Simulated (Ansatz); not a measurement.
# CuH3N: the cost of one run

Program: Ansatz 0.2.0, Gaussian basis. Level of theory: RKS PBE-D4/def2-SVP. These are calculated values, not measurements.

Levels: PBE-D4, revPBE-D4, BLYP-D4, r2SCAN-D4, B97M-V, PBE0-D4, B3LYP-D4, HSE06-D4, wB97X-V, wB97M-V, B2PLYP, Hartree-Fock, MP2, CCSD, CCSD(T). The reference is CCSD(T) extrapolated to the basis limit. For elements past Ar these valence bases correlate outer-core shells poorly and lack relativity, so that limit is rough.

Correlated methods freeze the cores. The 3s and 3p shells of Cu and Zn are frozen; filled d shells are correlated. B3LYP uses VWN-RPA correlation. B2PLYP carries no dispersion term here.

163 further runs of the same task are left out: 163 set aside as unsound or not needed.

## 1. The starting structure

The pair, from a GFN2-xTB docking trial: 5 atoms, charge 1, spin multiplicity 1.

Atoms are counted from 1 here; the program's logs count them from 0.

Bond lengths: Cu1–N2 2.004 Å, N2–H3 1.019 Å, N2–H4 1.019 Å, N2–H5 1.019 Å. Angles: Cu1–N2–H3 111.5°, Cu1–N2–H4 111.6°, Cu1–N2–H5 111.7°, H3–N2–H4 107.4°, H3–N2–H5 107.2°, H4–N2–H5 107.2°.

Geometry (Å):

```xyz
5
CuH3N
Cu    0.0770   -0.1790   -1.8177
N    -0.0075    0.0172    0.1747
H     0.2562   -0.8463    0.6471
H    -0.9461    0.2609    0.4883
H     0.6204    0.7472    0.5077
```

Atoms 1 to 1 are fragment A (Cu+), the rest fragment B (NH₃).

## 2. A first relaxation in a small basis

pre/in.yaml

```yaml
crystal:
  periodic: [false, false, false]
  atoms:
    - {symbol: Cu, position_ang: [0.077000, -0.179000, -1.817700]}
    - {symbol: N, position_ang: [-0.007500, 0.017200, 0.174700]}
    - {symbol: H, position_ang: [0.256200, -0.846300, 0.647100]}
    - {symbol: H, position_ang: [-0.946100, 0.260900, 0.488300]}
    - {symbol: H, position_ang: [0.620400, 0.747200, 0.507700]}
basis:
  gaussian: {orbitals: def2-SVP}
total_charge: 1
hamiltonian: {xc: pbe, dispersion: d4}
relax: {f_tol: 0.03, max_steps: 250}
```

Launch:

```
$ ansatz run in.yaml --threads 2 --pin off --events-out ev --progress --plain --max-ram 5222MiB
```

**Question.** How long does this run take on 2 threads of Arm Neoverse V1, shared host?

About 4.1 s.
